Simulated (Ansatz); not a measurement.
## Molecular dynamics of Li3Mn2Co2P4O16

Input:

```yaml
crystal:
  lattice:
    - [4.776607, 0.0, 0.0]
    - [-0.006317, 6.085207, 0.0]
    - [-0.000147, -0.023016, 10.441722]
  atoms:
    - { symbol: Li, position: [0.001928, 0.499239, 0.001395] }
    - { symbol: Li, position: [0.500727, 0.99895, 0.500149] }
    - { symbol: Li, position: [0.499646, 0.501193, 0.500578] }
    - { symbol: Mn, position: [0.479743, 0.248871, 0.778303], spin: 3.5 }
    - { symbol: Mn, position: [0.520274, 0.75003, 0.221439], spin: 3.5 }
    - { symbol: Co, position: [0.977209, 0.749652, 0.719465], spin: 1.8 }
    - { symbol: Co, position: [0.020947, 0.249734, 0.282885], spin: 1.8 }
    - { symbol: P, position: [0.590066, 0.250005, 0.096858] }
    - { symbol: P, position: [0.41079, 0.749961, 0.902643] }
    - { symbol: P, position: [0.079891, 0.749742, 0.410106] }
    - { symbol: P, position: [0.918513, 0.250669, 0.589582] }
    - { symbol: O, position: [0.294766, 0.748331, 0.041759] }
    - { symbol: O, position: [0.706577, 0.249947, 0.957681] }
    - { symbol: O, position: [0.26823, 0.249617, 0.10327] }
    - { symbol: O, position: [0.732938, 0.752276, 0.896588] }
    - { symbol: O, position: [0.758559, 0.750066, 0.407529] }
    - { symbol: O, position: [0.240025, 0.250367, 0.592164] }
    - { symbol: O, position: [0.792503, 0.251588, 0.451936] }
    - { symbol: O, position: [0.205561, 0.749202, 0.547812] }
    - { symbol: O, position: [0.728766, 0.047965, 0.16571] }
    - { symbol: O, position: [0.729246, 0.452416, 0.165759] }
    - { symbol: O, position: [0.275438, 0.547834, 0.832371] }
    - { symbol: O, position: [0.269708, 0.951871, 0.83487] }
    - { symbol: O, position: [0.212116, 0.546433, 0.338596] }
    - { symbol: O, position: [0.212416, 0.953536, 0.339394] }
    - { symbol: O, position: [0.786509, 0.04624, 0.6595] }
    - { symbol: O, position: [0.785703, 0.454102, 0.661018] }
magnetization:
  spin_polarized: true
basis:
  ecutwfc: 420.0
kpoints:
  mp_grid: { grid: [2, 2, 1] }
hamiltonian:
  xc: pbesol
scf:
  occupations: { method: fermi_dirac, width: 0.05 }
  lower_state_search: "off"
md:
  timestep: 1.5
  n_steps: 30
  ensemble: nve
  temperature: 2400.0
  initial_velocities: maxwell_boltzmann
  seed: 829144
```

Command:

```bash
$ ansatz run input.yaml --threads 2 --pin off --max-ram 5120MiB --backend cpu --events-out ev --progress --plain --runs-dir out
```

It starts from an unrelaxed structure (largest force component 1.25 eV/Å).

Output, in part (one step line in 2):

```
md step     0: t =     0.00 fs  T =  2400.0 K  F+E_penalty+E_count = -30477.12011016 eV  E_kin = 8.065824 eV  conserved = -30469.05428622 eV  (57 SCF iters)
md step     2: t =     3.00 fs  T =  2153.0 K  F+E_penalty+E_count = -30476.28153448 eV  E_kin = 7.235624 eV  conserved = -30469.04591068 eV  (27 SCF iters)
md step     4: t =     6.00 fs  T =  1646.6 K  F+E_penalty+E_count = -30474.54218206 eV  E_kin = 5.533732 eV  conserved = -30469.00845047 eV  (24 SCF iters)
md step     6: t =     9.00 fs  T =  1450.5 K  F+E_penalty+E_count = -30473.88770582 eV  E_kin = 4.874754 eV  conserved = -30469.01295139 eV  (25 SCF iters)
md step     8: t =    12.00 fs  T =  1539.2 K  F+E_penalty+E_count = -30474.21403413 eV  E_kin = 5.172753 eV  conserved = -30469.04128064 eV  (26 SCF iters)
md step    10: t =    15.00 fs  T =  1541.9 K  F+E_penalty+E_count = -30474.22237751 eV  E_kin = 5.182084 eV  conserved = -30469.04029301 eV  (32 SCF iters)
md step    12: t =    18.00 fs  T =  1399.8 K  F+E_penalty+E_count = -30473.73879754 eV  E_kin = 4.704473 eV  conserved = -30469.03432451 eV  (28 SCF iters)
md step    14: t =    21.00 fs  T =  1200.4 K  F+E_penalty+E_count = -30473.06394559 eV  E_kin = 4.034220 eV  conserved = -30469.02972509 eV  (22 SCF iters)
md step    16: t =    24.00 fs  T =  1038.0 K  F+E_penalty+E_count = -30472.51385339 eV  E_kin = 3.488608 eV  conserved = -30469.02524523 eV  (20 SCF iters)
md step    18: t =    27.00 fs  T =  1003.7 K  F+E_penalty+E_count = -30472.39696242 eV  E_kin = 3.373235 eV  conserved = -30469.02372788 eV  (21 SCF iters)
md step    20: t =    30.00 fs  T =  1132.3 K  F+E_penalty+E_count = -30472.83364212 eV  E_kin = 3.805511 eV  conserved = -30469.02813110 eV  (20 SCF iters)
md step    22: t =    33.00 fs  T =  1346.5 K  F+E_penalty+E_count = -30473.56429846 eV  E_kin = 4.525391 eV  conserved = -30469.03890702 eV  (23 SCF iters)
md step    24: t =    36.00 fs  T =  1459.7 K  F+E_penalty+E_count = -30473.95612799 eV  E_kin = 4.905623 eV  conserved = -30469.05050455 eV  (25 SCF iters)
md step    26: t =    39.00 fs  T =  1311.8 K  F+E_penalty+E_count = -30473.45084303 eV  E_kin = 4.408516 eV  conserved = -30469.04232724 eV  (25 SCF iters)
md step    28: t =    42.00 fs  T =  1089.2 K  F+E_penalty+E_count = -30472.67966732 eV  E_kin = 3.660414 eV  conserved = -30469.01925314 eV  (23 SCF iters)
md step    30: t =    45.00 fs  T =  1123.0 K  F+E_penalty+E_count = -30472.80671842 eV  E_kin = 3.774264 eV  conserved = -30469.03245431 eV  (24 SCF iters)
```

All steps were run. The conserved energy stayed within 1.9 meV per atom of its start (net change 0.81 meV per atom), so there is no drift, though single steps change it by up to 20 meV in the whole system, a sign of fast motions only just resolved. A run of 0.045 ps of so small a system gives no equilibrium averages. No Hubbard correction was used and the magnetic state wasn't searched. Limits of this set-up: coarse k mesh.

Mean squared displacements from the first frame to the last, about the centre of mass: Li 0.22 Å², Mn 0.22 Å², Co 0.05 Å², P 0.03 Å², O 0.12 Å².

Last frame:

```xyz
27
Lattice="4.7766 0.0000 0.0000 -0.0063 6.0852 0.0000 -0.0001 -0.0230 10.4417" Properties=species:S:1:pos:R:3
Li -0.047 3.546 0.179
Li 2.171 6.401 5.047
Li 2.010 2.957 5.436
Mn 2.712 1.339 8.605
Mn 2.493 4.454 2.237
Co 4.722 4.660 7.625
Co 0.013 1.533 2.700
P 2.767 1.512 1.167
P 1.959 4.614 9.434
P 0.305 4.581 4.138
P 4.256 1.470 5.990
O 1.756 4.167 0.554
O 3.295 1.772 10.230
O 1.229 1.415 1.019
O 3.522 4.588 9.380
O 3.484 4.386 3.781
O 1.043 1.454 6.043
O 3.723 1.187 4.540
O 0.590 4.509 5.538
O 3.320 0.227 2.117
O 3.416 2.897 1.780
O 1.532 3.556 8.418
O 1.338 5.857 9.099
O 1.100 3.463 3.304
O 0.868 5.773 3.514
O 3.716 0.408 6.946
O 3.585 2.827 6.564
```

Time of the run: 17 min on 2 threads of Arm Neoverse V1 (shared host), peak memory 1.4 GiB.
